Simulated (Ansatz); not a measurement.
**YSe: pressure against volume**

The task here is to estimate one member of a computed series from the others.

Computed with Ansatz 0.2.0 (DFT LDA, scalar-relativistic, unless a step's input says otherwise).

### The starting structure

It takes space group Fm-3m (No. 225, cubic). Conventional cell: a = 5.750 Å, b = 5.750 Å, c = 5.750 Å, α = 90.00°, β = 90.00°, γ = 90.00°. Around Y (site symmetry m-3m) lie 6 Se at 2.88 Å. Se (site symmetry m-3m) has 6 Y at 2.88 Å as nearest neighbours.

Structure file:

```cif
data_structure
_symmetry_space_group_name_H-M 'P 1'
_symmetry_Int_Tables_number 1
_cell_length_a 4.0659
_cell_length_b 4.0659
_cell_length_c 4.0659
_cell_angle_alpha 60.000
_cell_angle_beta 60.000
_cell_angle_gamma 60.000
_cell_volume 47.53
loop_
_atom_site_label
_atom_site_type_symbol
_atom_site_fract_x
_atom_site_fract_y
_atom_site_fract_z
_atom_site_occupancy
Y1 Y 0.00000 0.00000 0.00000 1
Se1 Se 0.50000 0.50000 0.50000 1
```

Structure: COD 1527462, as refined from experiment and not relaxed.

Atoms are numbered in the order of the input: Y1, Se2.

The first run:

Contents of input.yaml:

```yaml
crystal:
  lattice:
    - [0.0, 2.8163100626, 2.8163100626]
    - [2.8163100626, 0.0, 2.8163100626]
    - [2.8163100626, 2.8163100626, 0.0]
  atoms:
    - { symbol: "Y", position: [0.0, 0.0, 0.0] }
    - { symbol: Se, position: [0.5, 0.5, 0.5] }
kpoints:
  mp_grid: { grid: [7, 7, 7] }
  band_path:
    path:
      - [0.0, 0.0, 0.0]
      - [0.5, 0.0, 0.5]
      - [0.625, 0.25, 0.625]
      - [0.375, 0.375, 0.75]
      - [0.0, 0.0, 0.0]
      - [0.5, 0.5, 0.5]
      - [0.5, 0.25, 0.75]
      - [0.5, 0.0, 0.5]
    npoints: 5
scf:
  occupations: { method: fermi_dirac, width: 0.03 }
hamiltonian:
  xc: lda
  pseudopotentials: { kind: all_electron, lapw: { basis_error: 0.00025 } }
output:
  forces: true
  stress: true
  eigenvalues: true
```

On the command line:

```console
$ ansatz run input.yaml --threads 1 --pin off --max-ram 3072MiB --backend cpu --events-out ev --progress --plain --runs-dir out
```

Among the steps run: Volume × 0.94, LAPW; Volume × 0.94, PAW; Volume × 0.94, crystal datasets; Volume × 0.98, LAPW; Volume × 0.98, PAW; Volume × 0.98, crystal datasets; Volume × 1.01, LAPW; Volume × 1.01, PAW; Volume × 1.01, crystal datasets; Volume × 1.04, LAPW; Volume × 1.04, PAW; Volume × 1.04, crystal datasets.

One table of the session follows, with a row left open; its other results are not shown here.

```
          method  volume (Å³/atom)  pressure (GPa)
            LAPW            22.338            0.52
            LAPW            23.288           -3.11
            LAPW            23.764           -4.63
            LAPW            24.001           -5.33
            LAPW            24.714           -7.20
             PAW            22.338            0.51
             PAW            23.288           -3.12
             PAW            23.764           -4.64
             PAW            24.001               ?
             PAW            24.714           -7.20
crystal datasets            22.338            0.52
crystal datasets            23.288           -3.11
crystal datasets            23.764           -4.63
crystal datasets            24.001           -5.33
crystal datasets            24.714           -7.20
```

**Question.** Estimate the row for PAW, 24.001.

The run gave: pressure (GPa): -5.34. In the column «pressure (GPa)» it lies between crystal datasets, 24.714 (-7.20) and LAPW, 24.001 (-5.33).

To keep in mind: Warnings in the runs' records: gradients without spin orbit, crystal datasets made.
